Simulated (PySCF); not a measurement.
**C2H10BNSi: electronic excitations and core binding energies**

Wanted: the electronic excitations and core binding energies of C2H10BNSi (`C[SiH2]B(C)N`), by calculation.

Programs: PySCF 2.14.0, with density-fitted response routines of our own. Each step states its level of theory. These are calculated values for one molecule in the gas phase, unless marked as measured. Atoms count from 0, in the outputs and in this text.

### Step 1. Starting geometry

15 atoms, charge 0, multiplicity 1; geometry from: GFN2-xTB.

Bonds of the start (Å): C0–Si1 1.91, Si1–B2 1.97, B2–C3 1.59, B2–N4 1.38, C0–H5 1.09, C0–H6 1.09, C0–H7 1.09, Si1–H8 1.48, Si1–H9 1.48, C3–H10 1.09, C3–H11 1.09, C3–H12 1.09, N4–H13 1.01, N4–H14 1.01.

### Step 2. TDDFT and polarisability: B3LYP/def2-SVPD

What the job is given:

```
{"job": {"kind": "uv", "xc": "B3LYP", "basis": "def2-SVPD", "nstates": 8, "ntriplets": 3}, "charge": 0, "multiplicity": 1}
C     -2.370853     0.300351    -0.099055
Si    -0.615737     1.058063    -0.103286
B      0.787437    -0.314796     0.043480
C      2.313927     0.077067     0.250361
N      0.470807    -1.658858    -0.040310
H     -2.573134    -0.228787     0.828791
H     -2.501269    -0.405885    -0.915341
H     -3.133043     1.064900    -0.209713
H     -0.549561     1.874286    -1.336232
H     -0.620827     2.062012     0.983609
H      2.442109     0.712933     1.125283
H      2.680807     0.656548    -0.596434
H      2.976135    -0.780149     0.369635
H      1.152274    -2.399859     0.026313
H     -0.463485    -2.009836    -0.176358
```

With the program's defaults for keys left out, this is: TDDFT B3LYP/def2-SVPD, vertical, gas phase, core orbitals frozen in the response.

Launch:

```bash
$ OMP_NUM_THREADS=1 python probes_run.py task.json out
```

The driver reads the jobs from task.json and runs them one after another.

Output:

```text
coarse grid: 12144 points
cycle   1  E = -451.0653829186  dE =  1.381e-01  |g| = 5.678e-01  |ddm| = 5.581e+00
cycle   2  E = -451.0182382838  dE =  4.714e-02  |g| = 7.134e-01  |ddm| = 1.592e+00
cycle   3  E = -451.1490267903  dE = -1.308e-01  |g| = 6.740e-02  |ddm| = 9.000e-01
cycle   4  E = -451.1499555959  dE = -9.288e-04  |g| = 3.461e-02  |ddm| = 1.169e-01
cycle   5  E = -451.1502345645  dE = -2.790e-04  |g| = 4.691e-03  |ddm| = 4.071e-02
cycle   6  E = -451.1502422706  dE = -7.706e-06  |g| = 8.692e-04  |ddm| = 1.149e-02
final grid: 110264 points
cycle   7  E = -451.2122931766  dE = -3.187e-05  |g| = 5.924e-03  |ddm| = 1.003e-01
cycle   8  E = -451.2122867206  dE =  6.456e-06  |g| = 7.900e-03  |ddm| = 1.667e-02
cycle   9  E = -451.2123017256  dE = -1.500e-05  |g| = 7.452e-04  |ddm| = 8.474e-03
cycle  10  E = -451.2123018601  dE = -1.346e-07  |g| = 1.471e-04  |ddm| = 1.023e-03
cycle  11  E = -451.2123018649  dE = -4.754e-09  |g| = 4.053e-05  |ddm| = 2.870e-04
cycle  12  E = -451.2123018654  dE = -5.034e-10  |g| = 1.001e-05  |ddm| = 1.028e-04
converged SCF energy = -451.2123018654

Static polarisability (au): isotropic 77.595, principal 63.225 81.384 88.176

Singlet excitations
state   eV       nm        f      main configurations
  1   5.8641    211.4   0.00559   H->L 0.98
  2   6.5233    190.1   0.00776   H->L+1 0.98
  3   7.0612    175.6   0.00787   H-2->L 0.91
  4   7.2034    172.1   0.11349   H->L+2 0.86, H-1->L 0.08
  5   7.2607    170.8   0.01431   H-1->L+1 0.84
  6   7.3959    167.6   0.12986   H-1->L 0.58, H-3->L 0.14, H->L+2 0.09
  7   7.5673    163.8   0.03108   H-2->L+1 0.89
  8   7.7084    160.8   0.00122   H->L+3 0.97

Triplet excitations (Tamm-Dancoff, eV): 5.0999 5.8876 6.3670
```

It took 25 s on 1 thread of Arm Neoverse V1, shared host; peak memory 0.67 GiB.

The orbitals next to the gap, with their largest atomic shares:

```csv
orbital,eV,atoms
HOMO−3,-8.77,"Si1 27 %, H8 17 %, H9 16 %"
HOMO−2,-8.45,"C0 31 %, Si1 29 %, H9 15 %"
HOMO−1,-8.33,"N4 47 %, Si1 12 %, B2 12 %"
HOMO,-7.45,"B2 28 %, Si1 25 %, C3 14 %"
LUMO,-0.40,"B2 34 %, Si1 22 %, N4 19 %"
LUMO+1,-0.07,"B2 32 %, H13 11 %, H14 11 %"
LUMO+2,0.61,"C3 14 %, B2 13 %, C0 13 %"
```

With each of the 8 states as a Gaussian band of 0.4 eV half-width at 1/e, the curve within the window shown has maxima at 170 nm (ε 11,000) L/(mol cm). Beyond the last state computed it falls off for lack of states. The curve at chosen wavelengths:

```csv
nm,ε (L/mol/cm)
155,1004
158,2579
161,5114
165,8933
168,10715
171,10727
174,9125
177,6711
181,3691
184,2139
187,1216
190,729
193,488
197,340
200,290
203,268
206,260
209,256
213,239
216,214
219,180
222,143
225,106
229,66
232,43
235,27
```

Further results of this job:

```csv
property,computed
dipole moment (D),2.33
polarisability (Å³),11.50
HOMO–LUMO gap (eV),7.06
−ε(HOMO) (eV),7.45
```

### Step 3. Core holes by ΔSCF: SCAN, X2C

The job, as its differences from that of step 2:

```diff
@@ -1,2 +1,2 @@
-{"job": {"kind": "uv", "xc": "B3LYP", "basis": "def2-SVPD", "nstates": 8, "ntriplets": 3}, "charge": 0, "multiplicity": 1}
+{"job": {"kind": "xps"}, "charge": 0, "multiplicity": 1}
 C     -2.370853     0.300351    -0.099055
```

Method: delta-SCF UKS SCAN, pcX-2 on the ionised atom, pcseg-1 elsewhere, spin-free X2C.

Output:

```text
ground state, core basis on atom 0 (C), 155 functions
  cycle   1  E = -451.76822563  |g| = 6.48e-01
  cycle   2  E = -451.68563318  |g| = 8.50e-01
  cycle   3  E = -451.87549161  |g| = 8.48e-02
  cycle   4  E = -451.87715134  |g| = 4.47e-02
  cycle   5  E = -451.87764301  |g| = 8.98e-03
  cycle   6  E = -451.87766594  |g| = 3.50e-03
  cycle   7  E = -451.87766780  |g| = 1.47e-03
  cycle   8  E = -451.87766916  |g| = 2.03e-04
  E(ground) = -451.91812994 Eh
hole in C 1s of atom 0
  cycle   1  E = -440.66246712  |g| = 1.50e+00
  cycle   2  E = -440.14308482  |g| = 1.70e+00
  cycle   3  E = -441.19459322  |g| = 2.97e-01
  cycle   4  E = -441.22701913  |g| = 8.32e-02
  cycle   5  E = -441.22974537  |g| = 4.27e-02
  cycle   6  E = -441.23059746  |g| = 1.52e-02
  cycle   7  E = -441.23068469  |g| = 7.36e-03
  cycle   8  E = -441.23071175  |g| = 1.46e-03
  cycle   9  E = -441.23071376  |g| = 6.01e-04
  cycle  10  E = -441.23071373  |g| = 2.71e-04
  E(ion) = -441.27013805 Eh   <S^2> = 0.7669   hole on atom = 1.000   binding energy = 289.747 eV
ground state, core basis on atom 1 (Si), 166 functions
  cycle   1  E = -451.97070210  |g| = 2.86e-01
  cycle   2  E = -451.97072584  |g| = 3.38e-02
  cycle   3  E = -451.97064451  |g| = 3.07e-02
  cycle   4  E = -451.97085222  |g| = 7.71e-03
  cycle   5  E = -451.97086847  |g| = 5.60e-04
  cycle   6  E = -451.97086714  |g| = 1.25e-04
  E(ground) = -451.97000521 Eh
hole in Si 1s of atom 1
  cycle   1  E = -383.08620099  |g| = 4.35e+00
  cycle   2  E = -383.29081191  |g| = 2.08e+00
  cycle   3  E = -383.84275384  |g| = 7.27e-01
  cycle   4  E = -384.06592914  |g| = 3.96e-01
  cycle   5  E = -384.13759346  |g| = 1.49e-01
  cycle   6  E = -384.14871015  |g| = 2.91e-02
  cycle   7  E = -384.14900487  |g| = 1.56e-02
  cycle   8  E = -384.14913260  |g| = 3.99e-03
  cycle   9  E = -384.14914022  |g| = 1.25e-03
  cycle  10  E = -384.14914202  |g| = 2.92e-04
  E(ion) = -384.15597205 Eh   <S^2> = 0.7522   hole on atom = 1.000   binding energy = 1845.314 eV
hole in Si 2p of atom 1
  cycle   1  E = -447.74386418  |g| = 1.23e+00
  cycle   2  E = -447.64362210  |g| = 1.07e+00
  cycle   3  E = -448.01513824  |g| = 3.16e-01
  cycle   4  E = -448.06063228  |g| = 1.48e-01
  cycle   5  E = -448.07015640  |g| = 4.48e-02
  cycle   6  E = -448.07120735  |g| = 1.14e-02
  cycle   7  E = -448.07127171  |g| = 3.79e-03
  cycle   8  E = -448.07128072  |g| = 6.89e-04
  cycle   9  E = -448.07128041  |g| = 4.00e-04
  E(ion) = -448.08227171 Eh   <S^2> = 0.7521   hole on atom = 1.002   binding energy = 105.791 eV
  2p3/2 = 105.606 eV   2p1/2 = 106.230 eV
ground state, core basis on atom 2 (B), 155 functions
  cycle   1  E = -451.87116709  |g| = 5.32e-02
  cycle   2  E = -451.87094053  |g| = 4.17e-02
  cycle   3  E = -451.87132688  |g| = 2.18e-02
  cycle   4  E = -451.87144397  |g| = 7.12e-03
  cycle   5  E = -451.87145575  |g| = 7.15e-04
  cycle   6  E = -451.87145737  |g| = 1.75e-04
  E(ground) = -451.91328447 Eh
hole in B 1s of atom 2
  cycle   1  E = -444.28340477  |g| = 1.18e+00
  cycle   2  E = -442.28109188  |g| = 1.94e+00
  cycle   3  E = -444.51124488  |g| = 5.45e-01
  cycle   4  E = -444.65067942  |g| = 3.20e-01
  cycle   5  E = -444.68794423  |g| = 1.70e-01
  cycle   6  E = -444.70100245  |g| = 5.20e-02
  cycle   7  E = -444.70255970  |g| = 1.23e-02
  cycle   8  E = -444.70270691  |g| = 5.50e-03
  cycle   9  E = -444.70276729  |g| = 3.49e-03
  cycle  10  E = -444.70279903  |g| = 2.03e-03
  cycle  11  E = -444.70281141  |g| = 1.05e-03
  cycle  12  E = -444.70281402  |g| = 5.01e-04
  cycle  13  E = -444.70281271  |g| = 1.46e-04
  E(ion) = -444.74496685 Eh   <S^2> = 0.8045   hole on atom = 1.000   binding energy = 195.060 eV
ground state, core basis on atom 3 (C), 155 functions
  cycle   1  E = -451.87608964  |g| = 5.73e-02
  cycle   2  E = -451.87598242  |g| = 2.58e-02
  cycle   3  E = -451.87593573  |g| = 2.94e-02
  cycle   4  E = -451.87615228  |g| = 3.68e-03
  cycle   5  E = -451.87615613  |g| = 1.51e-04
  E(ground) = -451.91719974 Eh
hole in C 1s of atom 3
  cycle   1  E = -440.66905015  |g| = 1.50e+00
  cycle   2  E = -440.18175145  |g| = 1.68e+00
  cycle   3  E = -441.18041775  |g| = 3.37e-01
  cycle   4  E = -441.19920006  |g| = 2.42e-01
  cycle   5  E = -441.22820704  |g| = 4.39e-02
  cycle   6  E = -441.22898965  |g| = 1.27e-02
  cycle   7  E = -441.22905410  |g| = 6.94e-03
  cycle   8  E = -441.22908214  |g| = 1.61e-03
  cycle   9  E = -441.22908433  |g| = 6.38e-04
  cycle  10  E = -441.22908505  |g| = 2.21e-04
  E(ion) = -441.26914202 Eh   <S^2> = 0.7661   hole on atom = 1.000   binding energy = 289.748 eV
ground state, core basis on atom 4 (N), 155 functions
  cycle   1  E = -451.89013197  |g| = 7.33e-02
  cycle   2  E = -451.89005872  |g| = 2.47e-02
  cycle   3  E = -451.88996165  |g| = 3.21e-02
  cycle   4  E = -451.89020081  |g| = 4.63e-03
  cycle   5  E = -451.89020798  |g| = 2.91e-04
  E(ground) = -451.92901131 Eh
hole in N 1s of atom 4
  cycle   1  E = -436.29844025  |g| = 1.86e+00
  cycle   2  E = -435.71993798  |g| = 2.01e+00
  cycle   3  E = -436.94913977  |g| = 3.58e-01
  cycle   4  E = -436.98856885  |g| = 1.33e-01
  cycle   5  E = -436.99895418  |g| = 3.86e-02
  cycle   6  E = -436.99977191  |g| = 7.52e-03
  cycle   7  E = -436.99980407  |g| = 3.77e-03
  cycle   8  E = -436.99981317  |g| = 1.47e-03
  cycle   9  E = -436.99981495  |g| = 5.01e-04
  cycle  10  E = -436.99981523  |g| = 1.01e-04
  E(ion) = -437.03744590 Eh   <S^2> = 0.7644   hole on atom = 1.000   binding energy = 405.220 eV
```

It took 58 s on 1 thread of Arm Neoverse V1, shared host; peak memory 0.47 GiB.

The holes in one table. −ε is the ground-state orbital energy:

```csv
hole,stands for,environment,ΔSCF (eV; 2p as the shell's mean),−ε (eV),⟨S²⟩
C1s on C0,C0,methyl carbon bonded to Si,289.75,272.8,0.767
Si1s on Si1,Si1,"silicon bonded to C, B, 2 H",1845.31,1792.2,0.752
Si2p on Si1,Si1,"silicon bonded to C, B, 2 H",105.81,95.1,0.752
B1s on B2,B2,"boron bonded to C, N, Si",195.06,179.6,0.805
C1s on C3,C3,methyl carbon bonded to B,289.75,272.6,0.766
N1s on N4,N4,"nitrogen bonded to B, 2 H",405.22,386.1,0.764
```

With the spin-orbit splitting: Si1 2p3/2 105.61, 2p1/2 106.23 eV. The table gives each 2p level as the mean over the whole 2p shell (two parts 2p3/2, one part 2p1/2), which differs a little from the single hole in the log.

### Step 4. Outcome

| quantity | value |
| --- | --- |
| lowest singlet (B3LYP/def2-SVPD) | 5.86 eV (211 nm), f = 0.006 |
| brightest single state of those computed | state 6, 7.40 eV, f = 0.130 |
| lowest triplet | 5.10 eV |
| C1s binding energies, SCAN/pcX-2 | C3 289.75, C0 289.75 eV |
| Si1s binding energies, SCAN/pcX-2 | Si1 1845.31 eV |
| Si2p binding energies, SCAN/pcX-2 | Si1 105.81 eV |
| B1s binding energies, SCAN/pcX-2 | B2 195.06 eV |
| N1s binding energies, SCAN/pcX-2 | N4 405.22 eV |

In words: The lowest singlet, at 5.86 eV, is HOMO→LUMO 0.98 and is weak; of the 8 states computed, the strongest absorption comes from state 6 at 7.40 eV. The lowest triplet lies 0.76 eV below the lowest singlet (triplets in Tamm-Dancoff, singlets in full TDDFT). The C1s levels computed lie within 0.00 eV of one another, too close to rank.
